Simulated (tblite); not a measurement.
# C4H15NOSi3: the cost of one run

Programs: tblite 0.8.0 and PySCF 2.14.0, with density-fitted response routines of our own. Each step states its level of theory. These are calculated values for one molecule in the gas phase, unless marked as measured. Atoms are numbered from 0 throughout.

### Step 1. The starting structure

24 atoms, charge 0, multiplicity 1; geometry from: force field or distance geometry start.

Bonds of the start (Å): C0–N1 1.44, N1–Si2 1.71, Si2–Si3 2.32, Si2–O4 1.64, O4–Si5 1.66, Si5–C6 1.88, C6–C7 1.51, C7–C8 1.51, C8–C6 1.50, C0–H9 1.11, C0–H10 1.10, C0–H11 1.10, N1–H12 1.00, Si2–H13 1.49, Si3–H14 1.49, Si3–H15 1.50, Si3–H16 1.49, Si5–H17 1.48, Si5–H18 1.49, C6–H19 1.08, C7–H20 1.08, C7–H21 1.09, C8–H22 1.08, C8–H23 1.09.

### Step 2. Geometry optimisation with GFN2-xTB

The job: settings as JSON, then the geometry in Å.

```
{"job": {"kind": "relax", "xc": "GFN2-xTB", "basis": "xTB"}, "charge": 0, "multiplicity": 1}
C     -3.235700     1.854600     0.435300
N     -1.903600     1.315400     0.357900
Si    -1.511900    -0.319800     0.029800
Si    -2.041200    -1.802400     1.730600
O      0.091900    -0.292500    -0.320400
Si     1.289600    -1.350400    -0.757800
C      2.956300    -0.504000    -0.978700
C      3.316500     0.668000    -0.090800
C      3.012600     0.880200    -1.550900
H     -3.854800     1.342300     1.194400
H     -3.200100     2.911700     0.719700
H     -3.757900     1.790100    -0.529500
H     -1.346500     1.887500    -0.250500
H     -2.264900    -0.655300    -1.208800
H     -1.702600    -3.190700     1.325300
H     -1.280700    -1.497100     2.992600
H     -3.495700    -1.762200     2.055300
H      0.906200    -2.030900    -2.015600
H      1.399400    -2.383300     0.304100
H      3.756200    -1.189700    -1.237500
H      4.338100     0.768600     0.232300
H      2.592300     1.042300     0.629300
H      3.841700     1.138200    -2.195700
H      2.082700     1.399200    -1.799900
```

Command:

```console
> OMP_NUM_THREADS=1 python probes_run.py task.json out
```

This one command runs all jobs of the session in turn.

**Question.** How long does this first job take on 1 thread of Intel Xeon at 2.50GHz, shared host, and how much memory does it need?

About 5.8 s, with a peak of 0.19 GiB.
